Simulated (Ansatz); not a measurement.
Working through a polarisability from point charges of CH3BFN, SMILES FB1CN1

With the Python package of Ansatz (0.2.0).

Typed at the interpreter:
```pycon
>>> import ansatz as az
>>> import numpy as np
>>> BASIS_SET = "def2-SVPD"
>>> FUNCTIONAL = "hf"
>>> geometry_ang = [
...     ("F", [-1.0871, -1.9909, 0.7121]),
...     ("B", [-0.4319, -0.8275, 0.127]),
...     ("C", [0.3203, 0.5075, 0.3378]),
...     ("N", [-0.3406, 0.4221, -0.847]),
...     ("H", [1.4535, 0.4486, 0.1664]),
...     ("H", [-0.101, 1.2167, 1.0864]),
...     ("H", [0.2481, 0.1556, -1.6284]),
... ]
>>> system = az.Crystal.molecule()
>>> for symbol, xyz in geometry_ang:
...     system = system.atom(symbol, xyz)
...
>>> setup = system.calculation().basis(gaussian=BASIS_SET).functional(FUNCTIONAL).forces()
>>> centre = np.mean([site.position_ang for site in system.cartesian_sites], axis=0)
>>> field = 2 * 14.399645 * 2.0 / 30.0 ** 2
>>> def dipole(axis, sign):
...     arm = 30.0 * np.eye(3)[axis]
...     pair = [{"charge": sign * 2.0, "position_ang": (centre - arm).tolist()}, {"charge": -sign * 2.0, "position_ang": (centre + arm).tolist()}]
...     deck = setup.input().set(az.key.basis.gaussian.point_charges, pair)
...     return np.array(az.Session.from_dict(deck).plan().execute().report["charge_distribution"]["dipole_moment_e_ang"])
...
>>> print(f"field {field:.4f} V/A")
field 0.0640 V/A
>>> alpha = np.array([(dipole(axis, 1) - dipole(axis, -1)) / (2 * field) * 14.399645 for axis in range(3)])
>>> print("polarisability tensor (A^3)")
polarisability tensor (A^3)
>>> print(np.array2string(alpha, precision=3, suppress_small=True))
[[ 4.336  0.592 -0.077]
 [ 0.595  5.154 -0.221]
 [-0.079 -0.22   4.552]]
>>> print(f"mean {np.trace(alpha) / 3:.3f} A^3 = {np.trace(alpha) / 3 / 0.14818471:.2f} bohr^3")
mean 4.680 A^3 = 31.59 bohr^3
```

The geometry is a force-field or estimated start, not a minimum of this method, and the basis set is short of its limit. The field of two point charges is only nearly even. Finished in 11 s on 1 thread of Arm Neoverse V1, with other jobs on the host, peak memory 0.24 GiB.
